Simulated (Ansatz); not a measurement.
**CH₃IK+ (SMILES [K+].CI): Born-Oppenheimer dynamics**

Aim: follow the atoms for 60 steps of 1.0 fs at constant energy, with velocities drawn for 1500 K.

Computed with Ansatz 0.2.0, Gaussian basis. Level: PBE0-D4/def2-SVP.

94 further runs of the same task are left out: 94 set aside as unsound or not needed.

## (1) The starting structure

The start, a pair relaxed at PBE0-D4: SMILES `[K+].CI`, 6 atoms, charge 1, spin multiplicity 1.

Atoms are counted from 1 here; the program's logs count them from 0.

Bond lengths: K1–I3 3.470 Å, C2–I3 2.139 Å, C2–H4 1.085 Å, C2–H5 1.085 Å, C2–H6 1.086 Å. Angles: I3–C2–H4 107.8°, I3–C2–H5 107.8°, I3–C2–H6 105.6°, H4–C2–H5 112.4°, H4–C2–H6 111.4°, H5–C2–H6 111.4°, K1–I3–C2 108.9°.

As a file:

```xyz
6
CH3IK
K    -1.46356   -0.48981   -3.39046
C     0.51758    0.12810    0.74683
I    -1.49021   -0.14814    0.06283
H     1.08614   -0.75329    0.46931
H     0.90308    1.03173    0.28644
H     0.44695    0.23131    1.82515
```

## (2) The run

md/in.yaml reads:

```yaml
crystal:
  periodic: [false, false, false]
  atoms:
    - {symbol: K, position_ang: [-1.463559, -0.489809, -3.390459]}
    - {symbol: C, position_ang: [0.517585, 0.128098, 0.746831]}
    - {symbol: I, position_ang: [-1.490206, -0.148137, 0.062825]}
    - {symbol: H, position_ang: [1.086145, -0.753293, 0.469313]}
    - {symbol: H, position_ang: [0.903078, 1.031733, 0.286443]}
    - {symbol: H, position_ang: [0.446955, 0.231309, 1.825148]}
basis:
  gaussian: {orbitals: def2-SVP}
total_charge: 1
hamiltonian: {xc: pbe0, dispersion: d4}
md: {n_steps: 60, timestep: 1.0, temperature: 1500, ensemble: nve, seed: 261, initial_velocities: maxwell_boltzmann}
```

Run with:

```bash
$ ansatz run in.yaml --threads 4 --pin off --events-out ev --progress --plain --max-ram 9574MiB
```

Standard output:

```text
Functional definition: PBE0
  name "PBE0"
  cite "Adamo & Barone, J. Chem. Phys. 110, 6158 (1999) doi:10.1063/1.478522"
  cite "Perdew, Burke & Ernzerhof, Phys. Rev. Lett. 77, 3865 (1996) doi:10.1103/PhysRevLett.77.3865"
  parent pbe
  parameter a = 0.25
  parameter kappa = 0.804
  parameter beta = 0.06672455060314922
  exchange = (1 - a)*pbe_x(kappa = kappa, mu = beta*pi^2/3) + a*exact_x
  correlation = pbe_c(beta = beta)
954 factors; integrals over basis functions are off by at most 4.0e-4 eV
mean field evaluation 1: about -25489.9064 eV, gradient 5.8e1 eV
mean field evaluation 2: about -25484.4848 eV, gradient 6.7e1 eV
mean field evaluation 4: about -25498.5677 eV, gradient 2.4e0 eV
mean field evaluation 8: about -25498.6061 eV, gradient 9.1e-2 eV
mean field -25498.60614988 eV, -937.0564924321 hartree, gradient 2.4e-5 eV, S^2 0.000000; 0 other end points of the search recorded, 0 dependent functions left out
the calculation of the forces begins
reference -25498.60620356 eV, -937.0564944046 hartree; 26, 26 occupied and 53, 53 virtual orbitals, 954 factors
md step     0: t =     0.00 fs  T =  1500.0 K  F+E_penalty+E_count = -25498.68698140 eV  E_kin = 0.775560 eV  conserved = -25497.91142140 eV  (25 SCF iters)
these checks for a lower state are left out or cut short: starts, cluster_reference, orbital_swaps, neighbouring_geometries, increment
954 factors; integrals over basis functions are off by at most 3.0e-4 eV
mean field evaluation 16: about -25498.4341 eV, gradient 2.9e0 eV
mean field -25498.47870871 eV, -937.0518090555 hartree, gradient 1.0e-5 eV, S^2 0.000000; 0 other end points of the search recorded, 0 dependent functions left out
the calculation of the forces begins
reference -25498.47876275 eV, -937.0518110415 hartree; 26, 26 occupied and 53, 53 virtual orbitals, 954 factors
md step     1: t =     1.00 fs  T =  1271.7 K  F+E_penalty+E_count = -25498.55955655 eV  E_kin = 0.657537 eV  conserved = -25497.90201916 eV  (29 SCF iters, 21 dispersion substeps)
these checks for a lower state are left out or cut short: starts, cluster_reference, orbital_swaps, neighbouring_geometries, increment
954 factors; integrals over basis functions are off by at most 2.7e-4 eV
mean field -25498.32510595 eV, -937.0461642581 hartree, gradient 1.0e-5 eV, S^2 0.000000; 0 other end points of the search recorded, 0 dependent functions left out
the calculation of the forces begins
reference -25498.32516045 eV, -937.0461662608 hartree; 26, 26 occupied and 53, 53 virtual orbitals, 954 factors
md step     2: t =     2.00 fs  T =  1008.0 K  F+E_penalty+E_count = -25498.40594398 eV  E_kin = 0.521154 eV  conserved = -25497.88479031 eV  (29 SCF iters, 21 dispersion substeps)
[... from here on, the SCF cycles and remarks between the steps are left out ...]
md step     3: t =     3.00 fs  T =  1066.0 K  F+E_penalty+E_count = -25498.44881241 eV  E_kin = 0.551154 eV  conserved = -25497.89765830 eV  (29 SCF iters, 21 dispersion substeps)
md step     4: t =     4.00 fs  T =  1196.2 K  F+E_penalty+E_count = -25498.52783068 eV  E_kin = 0.618472 eV  conserved = -25497.90935870 eV  (29 SCF iters, 21 dispersion substeps)
md step     5: t =     5.00 fs  T =  1077.1 K  F+E_penalty+E_count = -25498.45977333 eV  E_kin = 0.556907 eV  conserved = -25497.90286629 eV  (29 SCF iters, 21 dispersion substeps)
md step     6: t =     6.00 fs  T =   809.9 K  F+E_penalty+E_count = -25498.31273821 eV  E_kin = 0.418771 eV  conserved = -25497.89396712 eV  (28 SCF iters, 21 dispersion substeps)
md step     7: t =     7.00 fs  T =   632.9 K  F+E_penalty+E_count = -25498.21699689 eV  E_kin = 0.327233 eV  conserved = -25497.88976388 eV  (29 SCF iters, 21 dispersion substeps)
md step     8: t =     8.00 fs  T =   674.7 K  F+E_penalty+E_count = -25498.23965686 eV  E_kin = 0.348871 eV  conserved = -25497.89078582 eV  (29 SCF iters, 21 dispersion substeps)
md step     9: t =     9.00 fs  T =   904.7 K  F+E_penalty+E_count = -25498.36452069 eV  E_kin = 0.467776 eV  conserved = -25497.89674472 eV  (29 SCF iters, 21 dispersion substeps)
md step    10: t =    10.00 fs  T =  1144.5 K  F+E_penalty+E_count = -25498.49787928 eV  E_kin = 0.591763 eV  conserved = -25497.90611668 eV  (29 SCF iters, 21 dispersion substeps)
md step    11: t =    11.00 fs  T =  1155.4 K  F+E_penalty+E_count = -25498.50698160 eV  E_kin = 0.597412 eV  conserved = -25497.90956971 eV  (28 SCF iters, 21 dispersion substeps)
md step    12: t =    12.00 fs  T =   929.8 K  F+E_penalty+E_count = -25498.37413181 eV  E_kin = 0.480753 eV  conserved = -25497.89337917 eV  (28 SCF iters, 21 dispersion substeps)
md step    13: t =    13.00 fs  T =   869.4 K  F+E_penalty+E_count = -25498.33591432 eV  E_kin = 0.449520 eV  conserved = -25497.88639404 eV  (29 SCF iters, 21 dispersion substeps)
md step    14: t =    14.00 fs  T =  1109.0 K  F+E_penalty+E_count = -25498.47898966 eV  E_kin = 0.573409 eV  conserved = -25497.90558056 eV  (29 SCF iters, 21 dispersion substeps)
md step    15: t =    15.00 fs  T =  1236.6 K  F+E_penalty+E_count = -25498.54859465 eV  E_kin = 0.639391 eV  conserved = -25497.90920345 eV  (29 SCF iters, 21 dispersion substeps)
md step    16: t =    16.00 fs  T =  1083.4 K  F+E_penalty+E_count = -25498.46014116 eV  E_kin = 0.560180 eV  conserved = -25497.89996106 eV  (29 SCF iters, 21 dispersion substeps)
md step    17: t =    17.00 fs  T =   852.7 K  F+E_penalty+E_count = -25498.33319164 eV  E_kin = 0.440905 eV  conserved = -25497.89228665 eV  (26 SCF iters, 21 dispersion substeps)
md step    18: t =    18.00 fs  T =   765.2 K  F+E_penalty+E_count = -25498.28540083 eV  E_kin = 0.395645 eV  conserved = -25497.88975591 eV  (28 SCF iters, 21 dispersion substeps)
md step    19: t =    19.00 fs  T =   899.5 K  F+E_penalty+E_count = -25498.35763284 eV  E_kin = 0.465067 eV  conserved = -25497.89256540 eV  (29 SCF iters, 21 dispersion substeps)
md step    20: t =    20.00 fs  T =  1167.5 K  F+E_penalty+E_count = -25498.50433090 eV  E_kin = 0.603631 eV  conserved = -25497.90070010 eV  (30 SCF iters, 21 dispersion substeps)
md step    21: t =    21.00 fs  T =  1336.8 K  F+E_penalty+E_count = -25498.60130322 eV  E_kin = 0.691164 eV  conserved = -25497.91013901 eV  (28 SCF iters, 21 dispersion substeps)
md step    22: t =    22.00 fs  T =  1204.7 K  F+E_penalty+E_count = -25498.52830674 eV  E_kin = 0.622888 eV  conserved = -25497.90541843 eV  (29 SCF iters, 21 dispersion substeps)
md step    23: t =    23.00 fs  T =   965.2 K  F+E_penalty+E_count = -25498.38523230 eV  E_kin = 0.499042 eV  conserved = -25497.88619062 eV  (29 SCF iters, 21 dispersion substeps)
md step    24: t =    24.00 fs  T =  1028.0 K  F+E_penalty+E_count = -25498.42609643 eV  E_kin = 0.531522 eV  conserved = -25497.89457465 eV  (29 SCF iters, 21 dispersion substeps)
md step    25: t =    25.00 fs  T =  1233.0 K  F+E_penalty+E_count = -25498.54707706 eV  E_kin = 0.637521 eV  conserved = -25497.90955573 eV  (29 SCF iters, 21 dispersion substeps)
md step    26: t =    26.00 fs  T =  1195.6 K  F+E_penalty+E_count = -25498.52373050 eV  E_kin = 0.618187 eV  conserved = -25497.90554373 eV  (28 SCF iters, 21 dispersion substeps)
md step    27: t =    27.00 fs  T =   940.5 K  F+E_penalty+E_count = -25498.38276813 eV  E_kin = 0.486284 eV  conserved = -25497.89648365 eV  (29 SCF iters, 21 dispersion substeps)
md step    28: t =    28.00 fs  T =   701.6 K  F+E_penalty+E_count = -25498.25353722 eV  E_kin = 0.362775 eV  conserved = -25497.89076229 eV  (30 SCF iters, 21 dispersion substeps)
md step    29: t =    29.00 fs  T =   650.1 K  F+E_penalty+E_count = -25498.22602020 eV  E_kin = 0.336148 eV  conserved = -25497.88987197 eV  (30 SCF iters, 21 dispersion substeps)
md step    30: t =    30.00 fs  T =   811.6 K  F+E_penalty+E_count = -25498.31397127 eV  E_kin = 0.419632 eV  conserved = -25497.89433953 eV  (29 SCF iters, 21 dispersion substeps)
md step    31: t =    31.00 fs  T =  1050.2 K  F+E_penalty+E_count = -25498.44639223 eV  E_kin = 0.542994 eV  conserved = -25497.90339838 eV  (30 SCF iters, 21 dispersion substeps)
md step    32: t =    32.00 fs  T =  1128.8 K  F+E_penalty+E_count = -25498.49232503 eV  E_kin = 0.583611 eV  conserved = -25497.90871376 eV  (30 SCF iters, 21 dispersion substeps)
md step    33: t =    33.00 fs  T =   976.0 K  F+E_penalty+E_count = -25498.40045295 eV  E_kin = 0.504622 eV  conserved = -25497.89583136 eV  (29 SCF iters, 19 dispersion substeps)
md step    34: t =    34.00 fs  T =   919.5 K  F+E_penalty+E_count = -25498.36166923 eV  E_kin = 0.475405 eV  conserved = -25497.88626402 eV  (29 SCF iters, 19 dispersion substeps)
md step    35: t =    35.00 fs  T =  1145.4 K  F+E_penalty+E_count = -25498.49500870 eV  E_kin = 0.592204 eV  conserved = -25497.90280481 eV  (27 SCF iters, 19 dispersion substeps)
md step    36: t =    36.00 fs  T =  1307.0 K  F+E_penalty+E_count = -25498.58542166 eV  E_kin = 0.675770 eV  conserved = -25497.90965197 eV  (30 SCF iters, 19 dispersion substeps)
md step    37: t =    37.00 fs  T =  1178.1 K  F+E_penalty+E_count = -25498.51205061 eV  E_kin = 0.609119 eV  conserved = -25497.90293197 eV  (29 SCF iters, 19 dispersion substeps)
md step    38: t =    38.00 fs  T =   895.8 K  F+E_penalty+E_count = -25498.35820889 eV  E_kin = 0.463162 eV  conserved = -25497.89504699 eV  (30 SCF iters, 19 dispersion substeps)
md step    39: t =    39.00 fs  T =   683.0 K  F+E_penalty+E_count = -25498.24380501 eV  E_kin = 0.353120 eV  conserved = -25497.89068537 eV  (30 SCF iters, 19 dispersion substeps)
md step    40: t =    40.00 fs  T =   669.9 K  F+E_penalty+E_count = -25498.23777278 eV  E_kin = 0.346350 eV  conserved = -25497.89142259 eV  (30 SCF iters, 19 dispersion substeps)
md step    41: t =    41.00 fs  T =   829.2 K  F+E_penalty+E_count = -25498.32692895 eV  E_kin = 0.428708 eV  conserved = -25497.89822120 eV  (30 SCF iters, 19 dispersion substeps)
md step    42: t =    42.00 fs  T =   964.5 K  F+E_penalty+E_count = -25498.40668846 eV  E_kin = 0.498672 eV  conserved = -25497.90801634 eV  (30 SCF iters, 19 dispersion substeps)
md step    43: t =    43.00 fs  T =   853.9 K  F+E_penalty+E_count = -25498.34768616 eV  E_kin = 0.441478 eV  conserved = -25497.90620853 eV  (30 SCF iters, 19 dispersion substeps)
md step    44: t =    44.00 fs  T =   616.6 K  F+E_penalty+E_count = -25498.20684357 eV  E_kin = 0.318831 eV  conserved = -25497.88801244 eV  (29 SCF iters, 19 dispersion substeps)
md step    45: t =    45.00 fs  T =   655.0 K  F+E_penalty+E_count = -25498.23001039 eV  E_kin = 0.338641 eV  conserved = -25497.89136942 eV  (30 SCF iters, 19 dispersion substeps)
md step    46: t =    46.00 fs  T =   914.4 K  F+E_penalty+E_count = -25498.37898594 eV  E_kin = 0.472777 eV  conserved = -25497.90620860 eV  (29 SCF iters, 19 dispersion substeps)
md step    47: t =    47.00 fs  T =  1023.6 K  F+E_penalty+E_count = -25498.43589662 eV  E_kin = 0.529217 eV  conserved = -25497.90667947 eV  (29 SCF iters, 19 dispersion substeps)
md step    48: t =    48.00 fs  T =   899.2 K  F+E_penalty+E_count = -25498.36517615 eV  E_kin = 0.464906 eV  conserved = -25497.90027016 eV  (28 SCF iters, 19 dispersion substeps)
md step    49: t =    49.00 fs  T =   697.8 K  F+E_penalty+E_count = -25498.25466885 eV  E_kin = 0.360809 eV  conserved = -25497.89385945 eV  (30 SCF iters, 19 dispersion substeps)
md step    50: t =    50.00 fs  T =   602.3 K  F+E_penalty+E_count = -25498.20225643 eV  E_kin = 0.311388 eV  conserved = -25497.89086891 eV  (29 SCF iters, 19 dispersion substeps)
md step    51: t =    51.00 fs  T =   696.1 K  F+E_penalty+E_count = -25498.25346680 eV  E_kin = 0.359897 eV  conserved = -25497.89356974 eV  (30 SCF iters, 19 dispersion substeps)
md step    52: t =    52.00 fs  T =   895.6 K  F+E_penalty+E_count = -25498.36500137 eV  E_kin = 0.463057 eV  conserved = -25497.90194450 eV  (30 SCF iters, 19 dispersion substeps)
md step    53: t =    53.00 fs  T =   980.7 K  F+E_penalty+E_count = -25498.41537228 eV  E_kin = 0.507047 eV  conserved = -25497.90832517 eV  (30 SCF iters, 19 dispersion substeps)
md step    54: t =    54.00 fs  T =   841.6 K  F+E_penalty+E_count = -25498.33382982 eV  E_kin = 0.435152 eV  conserved = -25497.89867751 eV  (25 SCF iters, 19 dispersion substeps)
md step    55: t =    55.00 fs  T =   738.8 K  F+E_penalty+E_count = -25498.26965461 eV  E_kin = 0.381964 eV  conserved = -25497.88769029 eV  (29 SCF iters, 19 dispersion substeps)
md step    56: t =    56.00 fs  T =   912.0 K  F+E_penalty+E_count = -25498.36919267 eV  E_kin = 0.471532 eV  conserved = -25497.89766060 eV  (29 SCF iters, 19 dispersion substeps)
md step    57: t =    57.00 fs  T =  1153.3 K  F+E_penalty+E_count = -25498.50243371 eV  E_kin = 0.596282 eV  conserved = -25497.90615201 eV  (30 SCF iters, 19 dispersion substeps)
md step    58: t =    58.00 fs  T =  1206.1 K  F+E_penalty+E_count = -25498.52887365 eV  E_kin = 0.623619 eV  conserved = -25497.90525505 eV  (30 SCF iters, 19 dispersion substeps)
md step    59: t =    59.00 fs  T =  1060.9 K  F+E_penalty+E_count = -25498.44800437 eV  E_kin = 0.548507 eV  conserved = -25497.89949770 eV  (29 SCF iters, 19 dispersion substeps)
these checks for a lower state are left out or cut short: starts, cluster_reference, orbital_swaps, neighbouring_geometries, increment
954 factors; integrals over basis functions are off by at most 6.0e-4 eV
mean field evaluation 480: about -25498.2575 eV, gradient 1.2e-1 eV
mean field -25498.25756486 eV, -937.0436821688 hartree, gradient 9.2e-6 eV, S^2 0.000000; 0 other end points of the search recorded, 0 dependent functions left out
the calculation of the forces begins
reference -25498.25761617 eV, -937.0436840545 hartree; 26, 26 occupied and 53, 53 virtual orbitals, 954 factors
954 factors; integrals over basis functions are off by at most 6.0e-4 eV
mean field -25498.25756486 eV, -937.0436821688 hartree, gradient 9.2e-6 eV, S^2 0.000000; 1 other end points of the search recorded, 0 dependent functions left out
the calculation of the forces begins
reference -25498.25761617 eV, -937.0436840545 hartree; 26, 26 occupied and 53, 53 virtual orbitals, 954 factors
md step    60: t =    60.00 fs  T =   870.1 K  F+E_penalty+E_count = -25498.34348711 eV  E_kin = 0.449862 eV  conserved = -25497.89362551 eV  (26 SCF iters, 19 dispersion substeps)
Total energy: -25498.34353842 eV, -937.0468416388 hartree
Atom 0 at    -1.647579    -0.526695    -3.745622 Å, force     0.055338     0.018166     0.082627 eV/Å
Atom 1 at     0.296644     0.213197     1.420940 Å, force     0.165028     0.787440     0.639485 eV/Å
Atom 2 at    -1.406010    -0.146769     0.090895 Å, force     0.052079     0.186070     0.239359 eV/Å
Atom 3 at     0.533035    -0.835030     1.767998 Å, force    -0.141907     1.200551     0.048355 eV/Å
Atom 4 at     1.128574     0.605208     0.746956 Å, force    -0.994813    -0.285111     1.019105 eV/Å
Atom 5 at    -0.055102     0.984033     2.275604 Å, force     0.864276    -1.907116    -2.028931 eV/Å
Dipole moment:     0.028221    -0.223017    -2.451265 e Å
```

Wall time 2 min (4 threads of Arm Neoverse N1, shared host).

## (3) The trajectory

One row in 3 steps:

```tsv
time (fs)	T (K)	potential (meV)	potential + kinetic (meV)	K1–I3 (Å)	C2–H6 (Å)	C2–I3 (Å)
0.00	1500	0.0	0.0	3.470	1.086	2.139
3.00	1066	238.2	13.8	3.491	1.016	2.120
6.00	810	374.2	17.5	3.513	1.194	2.096
9.00	905	322.5	14.7	3.533	1.183	2.078
12.00	930	312.8	18.0	3.553	1.005	2.069
15.00	1237	138.4	2.2	3.573	1.098	2.064
18.00	765	401.6	21.7	3.592	1.222	2.073
21.00	1337	85.7	1.3	3.611	1.095	2.103
24.00	1028	260.9	16.8	3.629	1.008	2.141
27.00	941	304.2	14.9	3.648	1.187	2.171
30.00	812	373.0	17.1	3.666	1.190	2.203
33.00	976	286.5	15.6	3.685	1.016	2.236
36.00	1307	101.6	1.8	3.704	1.095	2.254
39.00	683	443.2	20.7	3.723	1.218	2.263
42.00	964	280.3	3.4	3.743	1.098	2.272
45.00	655	457.0	20.1	3.762	1.006	2.280
48.00	899	321.8	11.2	3.782	1.174	2.274
51.00	696	433.5	17.9	3.802	1.181	2.263
54.00	842	353.2	12.7	3.822	1.020	2.251
57.00	1153	184.5	5.3	3.842	1.087	2.226
60.00	870	343.5	17.8	3.863	1.203	2.190
```

Energies count from the start.

Positions (Å) and forces (eV/Å) at 24.00 fs:

```xyz
6

K    -1.541   -0.506   -3.539    0.038    0.013    0.057
C     0.414    0.175    1.066    0.098   -1.802   -3.525
I    -1.454   -0.148    0.071   -0.441    0.173    0.186
H     0.846   -0.812    1.012    0.531   -0.405    0.140
H     0.946    0.865    0.453    0.641    0.740   -0.517
H     0.328    0.490    2.020   -0.868    1.282    3.659
```

Positions (Å) and forces (eV/Å) at 60.00 fs:

```xyz
6

K    -1.648   -0.527   -3.746    0.055    0.018    0.083
C     0.297    0.213    1.421    0.165    0.787    0.639
I    -1.406   -0.147    0.091    0.052    0.186    0.239
H     0.533   -0.835    1.768   -0.142    1.201    0.048
H     1.129    0.605    0.747   -0.995   -0.285    1.019
H    -0.055    0.984    2.276    0.864   -1.907   -2.029
```

## (4) Results

```
                                                 quantity              value
                                                   length  60 steps, 60.0 fs
                                 temperature at the start             1500 K
                            mean temperature, second half              909 K
lowest and highest potential energy, from the first frame      0 and 485 meV
                    largest change of potential + kinetic           26.6 meV
```

With no thermostat the total energy should stay fixed; it holds within 26.6 meV, or 5 % of the mean kinetic energy of 498 meV, more than a sound time step leaves. The temperature runs between 602 and 1500 K. No bond breaks or forms, judged by distance.
